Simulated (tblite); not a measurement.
# C8H14NP: the cost of one run

Computed with tblite 0.8.0 and PySCF 2.14.0, with density-fitted response routines of our own, on a single molecule in the gas phase. Atoms are numbered from 0 throughout.

### 1 The starting structure

24 atoms, charge 0, multiplicity 1; geometry from: force field or distance geometry start.

Bonds of the start (Å): C0–C1 1.32, C1–C2 1.51, C2–C3 1.31, C3–C4 1.48, C3–P5 1.86, P5–N6 1.79, N6–C7 1.44, P5–C8 1.85, C8–C9 1.48, C9–C2 1.43, C0–H10 1.09, C0–H11 1.10, C1–H12 1.08, C4–H13 1.09, C4–H14 1.11, C4–H15 1.13, N6–H16 1.04, C7–H17 1.09, C7–H18 1.12, C7–H19 1.10, C8–H20 1.09, C8–H21 1.12, C9–H22 1.12, C9–H23 1.12.

### 2 Optimising the geometry with GFN2-xTB

Job settings and geometry (Å):

```
{"job": {"kind": "relax", "xc": "GFN2-xTB", "basis": "xTB"}, "charge": 0, "multiplicity": 1}
C     -3.677100    -0.313000    -0.183300
C     -2.656000     0.514700    -0.090600
C     -1.291000    -0.105500     0.061600
C     -0.230000     0.665500     0.155300
C     -0.107500     2.141100     0.178700
P      1.270600    -0.419100     0.312700
N      2.377100     0.090400    -0.996300
C      3.753600     0.232800    -0.593400
C      0.327400    -1.960500    -0.092200
C     -1.068100    -1.514800     0.093300
H     -3.564800    -1.397400    -0.167400
H     -4.707100     0.070000    -0.285100
H     -2.738900     1.587900    -0.083500
H     -0.974500     2.607700    -0.287800
H      0.057600     2.443600     1.231000
H      0.808800     2.419500    -0.413300
H      2.065500     1.039400    -1.301800
H      3.899100     0.459900     0.462900
H      4.156500     1.100200    -1.185000
H      4.345900    -0.642700    -0.880300
H      0.549300    -2.360000    -1.079700
H      0.541300    -2.700900     0.723500
H     -1.648200    -1.958800    -0.749700
H     -1.500900    -1.980400     1.011500
```

Launch:

```sh
> OMP_NUM_THREADS=1 python probes_run.py task.json out
```

One launch serves the whole session: the jobs run in the order shown.

**Question.** How long does this first job take on 1 thread of Arm Neoverse V1, shared host, and how much memory does it need?

About 1.4 s, with a peak of 0.18 GiB.
